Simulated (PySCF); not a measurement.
# WF₆: NMR shieldings, spin-spin couplings

What do calculations give for the NMR shieldings, spin-spin couplings of WF₆ (`[F][W@OH17]([F])([F])([F])([F])[F]`)?

Computed with PySCF 2.14.0 and routines of our own; the level stands in each step. Atoms count from 0.

## (1) The system as given

7 atoms, charge 0, multiplicity 1; geometry from: GFN2-xTB.

## (2) Geometry optimisation at PBE0-D3(BJ)/def2-SVP

Job settings and geometry (Å):

```
{"job": {"xc": "PBE0", "basis": "def2-SVP", "d3": "d3bj", "grid": 1, "maxiter": 30, "shake": 0.01, "kind": "geom"}, "charge": 0, "multiplicity": 1}
F      0.723460    -0.435470    -1.741010
W     -0.004990    -0.003940    -0.100000
F     -0.126970    -1.791710     0.294270
F      1.727730     0.059580     0.607990
F     -0.706190     0.405590     1.538180
F     -1.696880    -0.052010    -0.809810
F      0.117790     1.788860    -0.497630
```

Started as:

```
OMP_NUM_THREADS=1 python heavy_run.py task.json out
```

This one command runs all jobs of the session in turn.

Log:

```text
step   0  E = -665.37708627  max force = 0.024946
step   1  E = -665.37336427  max force = 0.046286
step   2  E = -665.37582861  max force = 0.021982
step   3  E = -665.37623200  max force = 0.016561
step   4  E = -665.37732798  max force = 0.005101
step   5  E = -665.37718842  max force = 0.006419
step   6  E = -665.37773083  max force = 0.004485
step   7  E = -665.37800735  max force = 0.001771
step   8  E = -665.37788447  max force = 0.003271
step   9  E = -665.37823095  max force = 0.001476
step  10  E = -665.37828237  max force = 0.001610
step  11  E = -665.37830849  max force = 0.000936
step  12  E = -665.37826745  max force = 0.001811
step  13  E = -665.37829523  max force = 0.001271
step  14  E = -665.37831494  max force = 0.000388
optimisation converged
```

Wall time 1.9 min (1 thread of Arm Neoverse V1, shared host); peak memory 0.49 GiB.

Relaxation path: (the energy doesn't fall at every step)

| step | energy from step 0 (eV) | largest force component (eV/Å) |
| --- | --- | --- |
| 0 | 0.0000 | 1.2828 |
| 1 | 0.1013 | 2.3801 |
| 2 | 0.0342 | 1.1304 |
| 3 | 0.0232 | 0.8516 |
| 4 | -0.0066 | 0.2623 |
| 5 | -0.0028 | 0.3301 |
| 6 | -0.0175 | 0.2306 |
| 7 | -0.0251 | 0.0911 |
| 8 | -0.0217 | 0.1682 |
| 9 | -0.0311 | 0.0759 |
| 10 | -0.0325 | 0.0828 |
| 11 | -0.0333 | 0.0481 |
| 12 | -0.0321 | 0.0931 |
| 13 | -0.0329 | 0.0654 |
| 14 | -0.0334 | 0.0200 |

Close pairs (by a distance rule), those that changed most:

| bond | before (Å) | after (Å) | change (Å) |
| --- | --- | --- | --- |
| W1–F3 | 1.873 | 1.839 | -0.034 |
| W1–F4 | 1.828 | 1.839 | +0.011 |
| F0–W1 | 1.847 | 1.839 | -0.008 |
| W1–F2 | 1.835 | 1.839 | +0.004 |
| W1–F5 | 1.835 | 1.839 | +0.004 |
| W1–F6 | 1.840 | 1.839 | -0.001 |

The next job starts from the end point, and lists it.

| at the end point | value |
| --- | --- |
| point group (found at 0.08 Å tolerance) | Oh |
| rotational constants (GHz, main isotopes) | 1.968, 1.967, 1.964 |
| dipole moment (D) | 0.02 |

## (3) NMR shieldings: PBE0/pcJ-1 W:dyall-v2z, non-relativistic

Job settings and geometry (Å):

```
{"job": {"kind": "hnmr", "xc": "PBE0", "basis": {"default": "pcJ-1", "W": "dyall-v2z"}, "rel": "nr"}, "charge": 0, "multiplicity": 1}
F      0.999514    -0.316328    -1.617515
W      0.005554    -0.004992    -0.101888
F      0.044631    -1.797112     0.309568
F      1.552411     0.249308     0.859664
F     -0.990065     0.315388     1.410948
F     -1.538353    -0.264953    -1.066750
F     -0.039787     1.789574    -0.501687
```

Level: PBE0/pcJ-1 W:dyall-v2z GIAO NMR shielding, non-relativistic, Gaussian nuclei, gas phase.

Log:

```text
non-relativistic SCF
coarse grid: 40736 points
cycle   1  E = -15885.7909088700  dE = -2.113e+03  |g| = 2.773e+01  |ddm| = 6.479e+00
cycle   2  E = -15865.1881791045  dE =  2.060e+01  |g| = 2.033e+01  |ddm| = 7.671e+00
cycle   3  E = -15700.8517856518  dE =  1.643e+02  |g| = 3.611e+01  |ddm| = 1.882e+01
cycle   4  E = -15887.2148651182  dE = -1.864e+02  |g| = 7.254e+00  |ddm| = 1.736e+01
cycle   5  E = -15870.5101622535  dE =  1.670e+01  |g| = 1.167e+01  |ddm| = 5.874e+00
cycle   6  E = -15889.2051795336  dE = -1.870e+01  |g| = 2.255e+00  |ddm| = 5.440e+00
cycle   7  E = -15889.0372860825  dE =  1.679e-01  |g| = 2.287e+00  |ddm| = 1.223e+00
cycle   8  E = -15889.6575005695  dE = -6.202e-01  |g| = 9.224e-01  |ddm| = 1.006e+00
cycle   9  E = -15889.6676985969  dE = -1.020e-02  |g| = 5.472e-01  |ddm| = 5.140e-01
cycle  10  E = -15889.7103101879  dE = -4.261e-02  |g| = 1.669e-01  |ddm| = 2.760e-01
cycle  11  E = -15889.7145648731  dE = -4.255e-03  |g| = 2.892e-02  |ddm| = 8.456e-02
cycle  12  E = -15889.7146021415  dE = -3.727e-05  |g| = 1.216e-02  |ddm| = 1.313e-02
cycle  13  E = -15889.7146235606  dE = -2.142e-05  |g| = 3.704e-03  |ddm| = 6.530e-03
cycle  14  E = -15889.7146258345  dE = -2.274e-06  |g| = 6.479e-04  |ddm| = 1.919e-03
final grid: 85216 points
cycle  15  E = -15889.7144893424  dE = -5.473e-07  |g| = 2.523e-03  |ddm| = 1.772e-03
cycle  16  E = -15889.7144882084  dE =  1.134e-06  |g| = 3.147e-03  |ddm| = 1.985e-03
cycle  17  E = -15889.7144894509  dE = -1.243e-06  |g| = 1.163e-03  |ddm| = 1.866e-03
cycle  18  E = -15889.7144896420  dE = -1.911e-07  |g| = 2.931e-04  |ddm| = 5.638e-04
cycle  19  E = -15889.7144896554  dE = -1.334e-08  |g| = 6.270e-05  |ddm| = 1.433e-04
cycle  20  E = -15889.7144896557  dE = -2.874e-10  |g| = 9.553e-06  |ddm| = 1.991e-05
converged SCF energy = -15889.7144896557
check of the scalar solution
cycle   1  E = -15889.7144896557  dE = -1.589e+04  |FDS-SDF| = 9.553e-06
cycle   2  E = -15889.7144896557  dE =  8.731e-11  |FDS-SDF| = 1.446e-05
converged, E = -15889.7144896557

Field gradients (au) and densities at the nuclei (bohr^-3)
atom        Vxx        Vyy        Vzz        centre      nuclear mean
  0 F     -0.1486    -0.1652     0.3138        444.956        444.930
  1 W     -0.0090    -0.0226     0.0316     286048.488     284410.487
  2 F     -0.1511    -0.1637     0.3149        444.956        444.930
  3 F     -0.1559    -0.1598     0.3157        444.956        444.930
  4 F     -0.1509    -0.1676     0.3185        444.956        444.929
  5 F     -0.1561    -0.1599     0.3160        444.956        444.930
  6 F     -0.1524    -0.1651     0.3175        444.956        444.930

Core orbital energies (eV)
atom   shell        mean    spread
  1 W  1s       -63887.032   0.000
  1 W  2s       -10540.813   0.000
  1 W  3s        -2425.393   0.000
  1 W  4s         -498.573   0.000
  1 W  5s          -74.298   0.000
  1 W  2p       -10100.441   0.000
  1 W  3p        -2220.969   0.000
  1 W  4p         -412.714   0.000
  1 W  5p          -48.694   0.000
  1 W  3d        -1840.955   0.003
  1 W  4d         -256.373   0.005
  1 W  4f          -51.584   0.011

Shielding tensors (ppm)
atom      isotropic    diamagn.    paramagn.     s11        s22        s33       span
  0 F       -91.36      476.08     -567.44    -225.86    -218.73     170.50     396.36
  1 W      1355.19     8718.45    -7363.25    1352.86    1355.80    1356.92       4.06
  2 F       -91.47      476.21     -567.68    -224.94    -219.62     170.14     395.08
  3 F       -91.55      476.25     -567.80    -223.25    -221.12     169.73     392.97
  4 F       -91.81      476.30     -568.10    -225.59    -218.57     168.75     394.34
  5 F       -91.59      476.13     -567.72    -223.29    -221.11     169.63     392.92
  6 F       -91.69      476.17     -567.85    -224.76    -219.44     169.14     393.90
```

It took 2.6 min on 1 thread of Arm Neoverse V1, shared host; peak memory 1.7 GiB.

## (4) Spin-spin couplings: PBE0/pcJ-1 W:dyall-v2z, non-relativistic

The job, as its differences from that of step 3:

```diff
@@ -1,2 +1,2 @@
-{"job": {"kind": "hnmr", "xc": "PBE0", "basis": {"default": "pcJ-1", "W": "dyall-v2z"}, "rel": "nr"}, "charge": 0, "multiplicity": 1}
+{"job": {"kind": "hj", "xc": "PBE0", "basis": {"default": "pcJ-1", "W": "dyall-v2z"}, "rel": "nr", "atoms": [1]}, "charge": 0, "multiplicity": 1}
 F      0.999514    -0.316328    -1.617515
```

Method: PBE0/pcJ-1 W:dyall-v2z indirect spin-spin coupling, non-relativistic, Gaussian nuclei, gas phase.

Log:

```text
non-relativistic SCF
coarse grid: 40736 points
cycle   1  E = -15885.7909088700  dE = -2.113e+03  |g| = 2.773e+01  |ddm| = 6.479e+00
cycle   2  E = -15865.1881791045  dE =  2.060e+01  |g| = 2.033e+01  |ddm| = 7.671e+00
cycle   3  E = -15700.8517856518  dE =  1.643e+02  |g| = 3.611e+01  |ddm| = 1.882e+01
cycle   4  E = -15887.2148651182  dE = -1.864e+02  |g| = 7.254e+00  |ddm| = 1.736e+01
cycle   5  E = -15870.5101622535  dE =  1.670e+01  |g| = 1.167e+01  |ddm| = 5.874e+00
cycle   6  E = -15889.2051795336  dE = -1.870e+01  |g| = 2.255e+00  |ddm| = 5.440e+00
cycle   7  E = -15889.0372860825  dE =  1.679e-01  |g| = 2.287e+00  |ddm| = 1.223e+00
cycle   8  E = -15889.6575005695  dE = -6.202e-01  |g| = 9.224e-01  |ddm| = 1.006e+00
cycle   9  E = -15889.6676985969  dE = -1.020e-02  |g| = 5.472e-01  |ddm| = 5.140e-01
cycle  10  E = -15889.7103101879  dE = -4.261e-02  |g| = 1.669e-01  |ddm| = 2.760e-01
cycle  11  E = -15889.7145648731  dE = -4.255e-03  |g| = 2.892e-02  |ddm| = 8.456e-02
cycle  12  E = -15889.7146021415  dE = -3.727e-05  |g| = 1.216e-02  |ddm| = 1.313e-02
cycle  13  E = -15889.7146235606  dE = -2.142e-05  |g| = 3.704e-03  |ddm| = 6.530e-03
cycle  14  E = -15889.7146258345  dE = -2.274e-06  |g| = 6.479e-04  |ddm| = 1.919e-03
final grid: 85216 points
cycle  15  E = -15889.7144893424  dE = -5.473e-07  |g| = 2.523e-03  |ddm| = 1.772e-03
cycle  16  E = -15889.7144882084  dE =  1.134e-06  |g| = 3.147e-03  |ddm| = 1.985e-03
cycle  17  E = -15889.7144894509  dE = -1.243e-06  |g| = 1.163e-03  |ddm| = 1.866e-03
cycle  18  E = -15889.7144896420  dE = -1.911e-07  |g| = 2.931e-04  |ddm| = 5.638e-04
cycle  19  E = -15889.7144896554  dE = -1.334e-08  |g| = 6.270e-05  |ddm| = 1.433e-04
cycle  20  E = -15889.7144896557  dE = -2.874e-10  |g| = 9.553e-06  |ddm| = 1.991e-05
converged SCF energy = -15889.7144896557
two-component SCF
cycle   1  E = -15889.7144896555  dE = -1.589e+04  |FDS-SDF| = 9.553e-06
cycle   2  E = -15889.7144896555  dE = -7.276e-11  |FDS-SDF| = 1.446e-05
converged, E = -15889.7144896555

Indirect spin-spin couplings
  i        j     bonds      J/Hz   K/1e19 T2/J   anisotropy/Hz
  1 183W    0  19F    1       23.98       50.29       780.0
  1 183W    2  19F    1       24.05       50.42       779.5
  1 183W    3  19F    1       24.23       50.82       779.1
  1 183W    4  19F    1       24.36       51.08       778.0
  1 183W    5  19F    1       24.21       50.77       779.0
  1 183W    6  19F    1       24.39       51.15       778.4
```

Wall time 5 min (1 thread of Arm Neoverse V1, shared host); peak memory 1.5 GiB.

## (5) NMR shieldings: PBE0/pcJ-1 W:dyall-v2z, spin-free

The job, as its differences from that of step 4:

```diff
@@ -1,2 +1,2 @@
-{"job": {"kind": "hj", "xc": "PBE0", "basis": {"default": "pcJ-1", "W": "dyall-v2z"}, "rel": "nr", "atoms": [1]}, "charge": 0, "multiplicity": 1}
+{"job": {"kind": "hnmr", "xc": "PBE0", "basis": {"default": "pcJ-1", "W": "dyall-v2z"}, "rel": "sf"}, "charge": 0, "multiplicity": 1}
 F      0.999514    -0.316328    -1.617515
```

Level: PBE0/pcJ-1 W:dyall-v2z GIAO NMR shielding, spin-free X2C, Gaussian nuclei, gas phase.

Log:

```text
spin-free SCF
coarse grid: 40736 points
cycle   1  E = -16741.4214653240  dE =  2.289e-01  |g| = 3.374e+00  |ddm| = 2.255e+00
cycle   2  E = -16726.9759422083  dE =  1.445e+01  |g| = 1.142e+01  |ddm| = 6.254e+00
cycle   3  E = -16742.7873332676  dE = -1.581e+01  |g| = 5.780e-01  |ddm| = 5.087e+00
cycle   4  E = -16742.7979186213  dE = -1.059e-02  |g| = 3.106e-01  |ddm| = 2.815e-01
cycle   5  E = -16742.8134471807  dE = -1.553e-02  |g| = 6.203e-02  |ddm| = 1.994e-01
cycle   6  E = -16742.8130197904  dE =  4.274e-04  |g| = 7.823e-02  |ddm| = 6.106e-02
cycle   7  E = -16742.8139696462  dE = -9.499e-04  |g| = 1.026e-02  |ddm| = 3.665e-02
cycle   8  E = -16742.8139847189  dE = -1.507e-05  |g| = 1.861e-03  |ddm| = 4.909e-03
cycle   9  E = -16742.8139849219  dE = -2.030e-07  |g| = 4.178e-04  |ddm| = 6.732e-04
final grid: 85216 points
cycle  10  E = -16742.8145926378  dE = -5.308e-05  |g| = 3.753e-02  |ddm| = 1.720e-03
cycle  11  E = -16742.8145920683  dE =  5.694e-07  |g| = 2.458e-03  |ddm| = 1.396e-03
cycle  12  E = -16742.8145888747  dE =  3.194e-06  |g| = 6.049e-03  |ddm| = 3.300e-03
cycle  13  E = -16742.8145927586  dE = -3.884e-06  |g| = 1.857e-04  |ddm| = 2.247e-03
cycle  14  E = -16742.8145927634  dE = -4.744e-09  |g| = 2.012e-05  |ddm| = 8.045e-05
converged SCF energy = -16742.8145927634
check of the scalar solution
cycle   1  E = -16742.8145927634  dE = -1.674e+04  |FDS-SDF| = 2.012e-05
cycle   2  E = -16742.8145927630  dE =  4.038e-10  |FDS-SDF| = 3.414e-05
converged, E = -16742.8145927630

Field gradients (au) and densities at the nuclei (bohr^-3)
atom        Vxx        Vyy        Vzz        centre      nuclear mean
  0 F     -0.2510    -0.2671     0.5181        449.673        449.654
  1 W     -0.0118    -0.0294     0.0412    1421337.126    1317362.577
  2 F     -0.2534    -0.2658     0.5192        449.673        449.654
  3 F     -0.2582    -0.2619     0.5200        449.673        449.654
  4 F     -0.2533    -0.2695     0.5228        449.673        449.653
  5 F     -0.2584    -0.2620     0.5203        449.673        449.654
  6 F     -0.2547    -0.2670     0.5217        449.673        449.653
without picture change
  1 W                            0.0476                   3649140.057

Core orbital energies (eV)
atom   shell        mean    spread
  1 W  1s       -69422.201   0.000
  1 W  2s       -12022.188   0.000
  1 W  3s        -2790.187   0.000
  1 W  4s         -589.313   0.000
  1 W  5s          -89.506   0.000
  1 W  2p       -10549.690   0.000
  1 W  3p        -2349.789   0.000
  1 W  4p         -443.398   0.000
  1 W  5p          -52.483   0.001
  1 W  3d        -1825.876   0.004
  1 W  4d         -253.484   0.008
  1 W  4f          -43.793   0.016

vertical triplet (scalar unrestricted SCF): 5.649 eV

Shielding tensors (ppm)
atom      isotropic    diamagn.    paramagn.     s11        s22        s33       span
  0 F       -30.12      475.45     -505.57    -157.66    -151.52     218.83     376.49
  1 W      2015.08     8886.50    -6871.42    2012.34    2015.81    2017.08       4.74
  2 F       -30.20      475.62     -505.82    -156.88    -152.25     218.53     375.41
  3 F       -30.27      475.67     -505.94    -155.28    -153.71     218.17     373.45
  4 F       -30.48      475.73     -506.21    -157.40    -151.38     217.35     374.76
  5 F       -30.30      475.51     -505.82    -155.31    -153.69     218.09     373.40
  6 F       -30.39      475.56     -505.95    -156.72    -152.12     217.68     374.40
```

Run time: 4.7 min. Hardware: 1 thread of Arm Neoverse V1, shared host; peak memory 1.8 GiB.

## (6) Shieldings side by side

| run | W1 | F4 | F6 | F5 | F3 | F2 | F0 | time |
| --- | --- | --- | --- | --- | --- | --- | --- | --- |
| step 3, PBE0/pcJ-1 W:dyall-v2z, non-relativistic | 1355.2 | -91.8 | -91.7 | -91.6 | -91.5 | -91.5 | -91.4 | 2.6 min |
| step 5, PBE0/pcJ-1 W:dyall-v2z, spin-free | 2015.1 | -30.5 | -30.4 | -30.3 | -30.3 | -30.2 | -30.1 | 4.7 min |

## (7) Results

```
                                                                   quantity                                                                      value
                                                                point group                                                                         Oh
                                       rotational constants (main isotopes)                                                       1.97, 1.97, 1.96 GHz
              shieldings (step 3, PBE0/pcJ-1 W:dyall-v2z, non-relativistic)  F0 -91.4, W1 1355.2, F2 -91.5, F3 -91.5, F4 -91.8, F5 -91.6, F6 -91.7 ppm
largest reduced coupling (step 4, PBE0/pcJ-1 W:dyall-v2z, non-relativistic)                                       W1–F6: J = 24.4 Hz, K = 51·10¹⁹ T²/J
                     shieldings (step 5, PBE0/pcJ-1 W:dyall-v2z, spin-free)  F0 -30.1, W1 2015.1, F2 -30.2, F3 -30.3, F4 -30.5, F5 -30.3, F6 -30.4 ppm
```

**Reading.** Over 14 steps the energy fell by 0.033 eV; of the close pairs, W1–F3 changed most, 1.873 to 1.839 Å. Couplings to heavy atoms from non-relativistic runs lack large relativistic terms. W1 moves most between the runs, by 660 ppm; the labels say what changes from run to run. No run holds spin-orbit coupling, which is large for shieldings at and beside heavy atoms.
